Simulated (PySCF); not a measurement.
# MoHF: triplet, from a linear start

Aim: relax MoHF as a triplet from a linear start, check by its vibrations whether the end is a minimum, and collect its spectrum and constants.

Computed with PySCF 2.14.0. Level: PBE0, basis Mo def2-TZVP with ECP28, H def2-TZVP, F def2-TZVP, scalar-relativistic core potentials, no spin–orbit coupling, density fitting.

**1. Where the work starts**

3 atoms, charge 0, spin multiplicity 3.

Bond lengths: Mo1–H2 1.700 Å, Mo1–F3 2.020 Å. Angles: H2–Mo1–F3 180.0°.

Z-matrix (Å, degrees; charge 0 multiplicity 3):
```
Mo
H  1 1.7000
F  1 2.0200 2 180.00
```

**2. First SCF at the start**

One driver script runs all steps and calls PySCF; scf.py shows how it sets up the SCF of each step. The optimiser is the driver's own. After this first run the driver tries any further starts and a stability analysis.

Contents of scf.py:

```python
from pyscf import gto, scf, dft
mol = gto.M(atom='''
Mo     0.000000     0.000000     0.000000
H      0.000000     0.000000    -1.700000
F      0.000000     0.000000     2.020000''',
    basis={'Mo': 'def2-TZVP', 'H': 'def2-TZVP', 'F': 'def2-TZVP'},
    ecp={'Mo': 'def2-TZVP'},
    charge=0, spin=2)
mf = dft.UKS(mol, xc='PBE0')
mf.grids.atom_grid = (50, 194)
aux = {'Mo': 'def2-universal-JKFIT', 'H': 'def2-universal-JKFIT', 'F': 'def2-universal-JKFIT'}
mf = mf.density_fit(auxbasis=aux)
mf.conv_tol = 1e-08
mf.diis_space = 10
mf.max_cycle = 60
mf.init_guess = 'minao'
mf.verbose = 4
mf.kernel()
```

Command:

```sh
OMP_NUM_THREADS=2 python axn.py task.json out
```

Standard output:

```text
init E= -161.905626544808
cycle= 1 E= -168.246344389421  delta_E= -6.34  |g|= 0.618  |ddm|= 2.52
[... the frontier-level lines of each cycle are left out ...]
cycle= 2 E= -166.651505942395  delta_E= 1.59  |g|= 2.04  |ddm|= 1.85
cycle= 3 E= -168.3766729572  delta_E= -1.73  |g|= 0.235  |ddm|= 1.73
cycle= 4 E= -168.396782000333  delta_E= -0.0201  |g|= 0.13  |ddm|= 0.291
cycle= 5 E= -168.404084252608  delta_E= -0.0073  |g|= 0.0324  |ddm|= 0.106
cycle= 6 E= -168.404575645512  delta_E= -0.000491  |g|= 0.00936  |ddm|= 0.0263
cycle= 7 E= -168.404662589873  delta_E= -8.69e-05  |g|= 0.00269  |ddm|= 0.0199
cycle= 8 E= -168.404683604965  delta_E= -2.1e-05  |g|= 0.001  |ddm|= 0.0112
cycle= 9 E= -168.404692160047  delta_E= -8.56e-06  |g|= 0.000655  |ddm|= 0.00701
cycle= 10 E= -168.40469831049  delta_E= -6.15e-06  |g|= 0.000648  |ddm|= 0.00491
cycle= 11 E= -168.404698692077  delta_E= -3.82e-07  |g|= 0.00065  |ddm|= 0.000295
cycle= 12 E= -168.404674810792  delta_E= 2.39e-05  |g|= 0.000449  |ddm|= 0.0228
cycle= 13 E= -168.404659577471  delta_E= 1.52e-05  |g|= 0.000228  |ddm|= 0.0314
cycle= 14 E= -168.404659088915  delta_E= 4.89e-07  |g|= 0.000107  |ddm|= 0.00434
cycle= 15 E= -168.404658933698  delta_E= 1.55e-07  |g|= 1.32e-05  |ddm|= 0.00436
cycle= 16 E= -168.404658934651  delta_E= -9.53e-10  |g|= 8.17e-06  |ddm|= 7.33e-05
Extra cycle  E= -168.404658934901  delta_E= -2.49e-10  |g|= 6.91e-06  |ddm|= 3.18e-05
converged SCF energy = -168.404658934901  <S^2> = 2.0109091  2S+1 = 3.0072639
```

This step, with its further starts and checks, ran for 11 s (2 threads of Arm Neoverse V2, shared host).

Energies from each starting density:

```csv
start,energy (Eh)
the minimal-basis guess,-168.404659
a thermally smeared density,-168.471402
a smeared PBE density,-168.459538
```

The first run landed in a state that is too high. Following the other starts and the instabilities gains 184.2 kJ/mol (-168.47481 Eh), and the work goes on from there.

**3. Linear start, triplet: relaxation**

The program finds C∞v symmetry in the start, which this walk keeps. Threshold on the gradient: 0.0003 Eh/bohr, with a further test on the energy change.

scf.py: that of step 2 with these lines changed.

```diff
@@ -3,3 +3,3 @@
-Mo     0.000000     0.000000     0.000000
-H      0.000000     0.000000    -1.700000
-F      0.000000     0.000000     2.020000''',
+Mo     0.000000     0.000000    -0.310940
+H      0.000000     0.000000    -2.010940
+F      0.000000     0.000000     1.709060''',
@@ -16 +15,0 @@
-mf.init_guess = 'minao'
```

Steps of the walk:

```csv
step,energy (Eh),change (kJ/mol),largest symmetric gradient (Eh/bohr)
0,-168.474811,0.00,0.05758
1,-168.480482,-14.89,0.02307
2,-168.481318,-17.08,0.00635
3,-168.481458,-17.45,0.00187
4,-168.481474,-17.49,0.00011
5,-168.481474,-17.49,0.00000
```

The walk took 7.1 s.

Geometry (Å) and forces (eV/Å) at some steps:

```
step 0
Mo   0.000   0.000  -0.311   0.036   0.012   2.961
H    0.000   0.000  -2.011  -0.020  -0.006  -1.063
F    0.000   0.000   1.709  -0.017  -0.005  -1.898
step 1
Mo   0.000   0.000  -0.266   0.010   0.003   1.186
H    0.000   0.000  -2.006  -0.005  -0.002  -0.656
F    0.000   0.000   1.660  -0.005  -0.002  -0.530
step 3
Mo   0.000   0.000  -0.238  -0.007  -0.002   0.038
H    0.000   0.000  -2.029   0.003   0.001  -0.096
F    0.000   0.000   1.654   0.004   0.001   0.058
step 5
Mo   0.000   0.000  -0.236  -0.008  -0.002   0.000
H    0.000   0.000  -2.035   0.003   0.001   0.000
F    0.000   0.000   1.658   0.004   0.001   0.000
```

End point (C∞v, 5 steps, 17.5 kJ/mol gained): Mo–F 1.894 Å, Mo–H 1.799 Å; F–Mo–H 180.0°.

**4. Hessian and properties**

On the finer grid the gradient is checked again; gradients at displacements of ±0.02 bohr then give force constants and infrared intensities.

scf.py: that of step 3 with these lines changed.

```diff
@@ -3,3 +3,3 @@
-Mo     0.000000     0.000000    -0.310940
-H      0.000000     0.000000    -2.010940
-F      0.000000     0.000000     1.709060''',
+Mo     0.000000    -0.000000    -0.289895
+H      0.000000    -0.000000    -2.088580
+F      0.000000    -0.000000     1.604549''',
@@ -10 +10 @@
-mf.grids.atom_grid = (50, 194)
+mf.grids.atom_grid = (75, 302)
@@ -13 +13 @@
-mf.conv_tol = 1e-08
+mf.conv_tol = 1e-10
```

The driver hands on the density of the step before, so the log starts near convergence.

SCF at the final geometry:

```text
init E= -168.481523039843
[... the frontier-level lines of each cycle are left out ...]
cycle= 1 E= -168.481523039865  delta_E= -2.14e-11  |g|= 4.44e-06  |ddm|= 9.83e-06
Extra cycle  E= -168.481523039869  delta_E= -3.87e-12  |g|= 8.13e-06  |ddm|= 9.51e-06
converged SCF energy = -168.481523039869  <S^2> = 2.9224031  2S+1 = 3.5622482
```

The whole step took 46 s.

Geometry: C∞v; Mo–F 1.894 Å, Mo–H 1.799 Å; F–Mo–H 180.0°.

Modes, for the most abundant isotopes:

```csv
ω (cm⁻¹),IR (km/mol)
655i,273
156i,82.6
613,176
1743,310
```

With 2 modes imaginary (up to 655i cm⁻¹) this point is a saddle.

The SCF density has lower symmetry than the nuclear frame, so the modes carry no labels; pairs that should be degenerate can split.

Properties at this point:

```
Dipole moment                                                   : 0.10 D
Highest occupied level                                          : -6.49 eV
Lowest empty level                                              : -3.81 eV
Rotational constants                                            : 0.2739 cm⁻¹
Zero-point energy (real modes)                                  : 14.1 kJ/mol
Principal polarisabilities                                      : 30.0, 41.1, 44.7 bohr³
Atomisation energy without zero-point energy                    : 525 kJ/mol
Principal traceless quadrupole moments about the centre of mass : -11.43, 4.89, 6.54 D Å
Spin squared ⟨S²⟩                                               : 2.922
```

Populations by atom (charges in e):

```csv
atom,Mulliken,Löwdin,polar tensor,spin (Mulliken),Mayer order to Mo1
Mo1,0.67,0.51,1.23,2.07,–
H2,-0.16,-0.19,-0.45,-0.04,0.94
F3,-0.51,-0.32,-0.78,-0.02,0.81
```

Outer orbital energies (eV). α occupied: -31.76, -13.04, -11.90, -11.83, -8.18, -7.71, -7.50, -6.75; empty: -3.81, -2.90, -0.82, -0.52. β occupied: -43.62, -43.30, -31.79, -12.83, -11.91, -11.88, -8.09, -6.49; empty: -3.01, -3.00, -2.36, -2.17.

Mulliken populations on Mo1 (outside its core potential): s 2.79, p 6.26, d 4.26, f 0.02.

**5. Downhill along the imaginary mode**

The start is the last point, displaced along its most imaginary mode.

The program finds Cs symmetry in the start, which this walk keeps. Threshold on the gradient: 0.0003 Eh/bohr, with a further test on the energy change.

scf.py: that of step 4 with these lines changed.

```diff
@@ -3,3 +3,3 @@
-Mo     0.000000    -0.000000    -0.289895
-H      0.000000    -0.000000    -2.088580
-F      0.000000    -0.000000     1.604549''',
+Mo    -0.000763     0.002284    -0.289866
+H      0.038025    -0.113816    -2.088547
+F      0.001915    -0.005733     1.604576''',
@@ -10 +10 @@
-mf.grids.atom_grid = (75, 302)
+mf.grids.atom_grid = (50, 194)
@@ -13 +13 @@
-mf.conv_tol = 1e-10
+mf.conv_tol = 1e-08
```

Steps of the walk:

```csv
step,energy (Eh),change (kJ/mol),largest symmetric gradient (Eh/bohr)
0,-168.481909,0.00,0.00623
1,-168.483209,-3.41,0.01204
2,-168.486961,-13.27,0.01816
3,-168.493845,-31.34,0.01670
4,-168.498660,-43.98,0.04133
5,-168.502395,-53.79,0.02668
6,-168.505308,-61.43,0.02081
7,-168.510435,-74.90,0.01781
8,-168.512576,-80.52,0.00670
9,-168.512780,-81.05,0.00064
10,-168.512780,-81.05,0.00018
```

The walk took 22 s.

After 10 steps and 81.1 kJ/mol it ends at Cs: Mo–F 1.850 Å, Mo–H 1.700 Å; F–Mo–H 116.6°.

**6. Vibrations and properties at this point**

As before: finer grid, then central differences.

scf.py: that of step 5 with these lines changed.

```diff
@@ -3,3 +3,3 @@
-Mo    -0.000763     0.002284    -0.289866
-H      0.038025    -0.113816    -2.088547
-F      0.001915    -0.005733     1.604576''',
+Mo    -0.046391     0.138859    -0.250119
+H      0.260265    -0.779031    -1.647098
+F      0.231165    -0.691927     1.379981''',
@@ -10 +10 @@
-mf.grids.atom_grid = (50, 194)
+mf.grids.atom_grid = (75, 302)
@@ -13 +13 @@
-mf.conv_tol = 1e-08
+mf.conv_tol = 1e-10
```

Log of the central SCF (cycles and frontier levels):

```text
init E= -168.512748719921
[... the frontier-level lines of each cycle are left out ...]
cycle= 1 E= -168.512748719927  delta_E= -6.59e-12  |g|= 3.87e-06  |ddm|= 7.52e-06
Extra cycle  E= -168.512748719925  delta_E= 2.22e-12  |g|= 6.39e-06  |ddm|= 9.5e-06
converged SCF energy = -168.512748719925  <S^2> = 2.9713428  2S+1 = 3.5896199
```

The whole step ran for 46 s (2 threads of Arm Neoverse V2, shared host).

Geometry: Cs; Mo–F 1.851 Å, Mo–H 1.699 Å; F–Mo–H 117.0°.

Modes, for the most abundant isotopes:

```csv
ω (cm⁻¹),IR (km/mol),μ (u)
486,62.2,1.08
660,168,21.11
1887,190,1.02
```

All wavenumbers are real: a minimum.

Here the density breaks the symmetry of the frame, and no labels are given.

Constants and moments:

- Dipole moment: 2.76 D
- Highest occupied level: -5.81 eV
- Lowest empty level: -2.42 eV
- Rotational constants: 7.525, 0.3027, 0.291 cm⁻¹
- Zero-point energy: 18.1 kJ/mol
- Principal polarisabilities: 45.4, 48.3, 51.4 bohr³
- Atomisation energy without zero-point energy: 607 kJ/mol
- Principal traceless quadrupole moments about the centre of mass: -3.81, 1.57, 2.24 D Å
- Entropy at 298.15 K and 1 bar (electronic part: spin only): 267.3 J/(mol K)
- Heat capacity Cp at 298.15 K: 42.5 J/(mol K)
- Enthalpy at 298.15 K above 0 K: 10.87 kJ/mol
- Rotational symmetry number: 1
- Spin squared ⟨S²⟩: 2.971

Charges (e) and bond orders:

```tsv
atom	Mulliken	Löwdin	polar tensor	spin (Mulliken)	Mayer order to Mo1
Mo1	0.58	0.37	1.06	2.07	–
H2	-0.10	-0.09	-0.32	-0.08	0.99
F3	-0.48	-0.28	-0.74	0.01	0.88
```

Outer orbital energies (eV). α occupied: -31.60, -12.56, -11.98, -11.80, -9.05, -6.86, -6.61, -6.24; empty: -2.42, -2.12, -1.29, -0.31. β occupied: -42.53, -42.40, -31.52, -12.47, -11.71, -11.62, -8.87, -5.81; empty: -2.11, -1.71, -1.54, -1.47.

Mulliken populations on Mo1 (outside its core potential): s 2.72, p 6.21, d 4.47, f 0.02.

**7. All stationary points**

| spin | group | bonds | imaginary modes (cm⁻¹) | ΔE (kJ/mol) | with zero-point energy |
| --- | --- | --- | --- | --- | --- |
| broken-symmetry (Ms = 1) | Cs (density of lower symmetry) | Mo–F 1.851 Å, Mo–H 1.699 Å | none | 0.0 | 0.0 |
| broken-symmetry (Ms = 1) | C∞v (density of lower symmetry) | Mo–F 1.894 Å, Mo–H 1.799 Å | 655i, 156i | 82.0 | – |

**8. What came out**

```
                                          quantity                                      value
                                           minimum               broken-symmetry (Ms = 1), Cs
                                          geometry  Mo–F 1.851 Å, Mo–H 1.699 Å; F–Mo–H 117.0°
                                wavenumbers (cm⁻¹)                             486, 660, 1887
                                     dipole moment                                     2.76 D
highest occupied, lowest empty level (either spin)                            -5.81, -2.42 eV
                        polar-tensor charge of Mo1                                    +1.06 e
                                 zero-point energy                                18.1 kJ/mol
                               entropy at 298.15 K                            267.3 J/(mol K)
         atomisation energy (no zero-point energy)                                 607 kJ/mol
                                              ⟨S²⟩                                      2.971
```

From C∞v at the start the molecule goes to a Cs minimum, after a stop at a second-order saddle point 82.0 kJ/mol higher, from which it was pushed off along an imaginary mode. The determinant is spin-contaminated (⟨S²⟩ = 2.97 against 2.00), so it is no pure spin state. In the infrared the band at 1887 cm⁻¹ (stretch) leads. The first SCF alone would have been 184 kJ/mol too high. Other starts or spin states, not run here, may lie lower. The SCF density has lower symmetry than the nuclear frame. Open d and f shells are described by one determinant, and the ground state may have another occupation or spin.

The search up to here took 2.2 min.
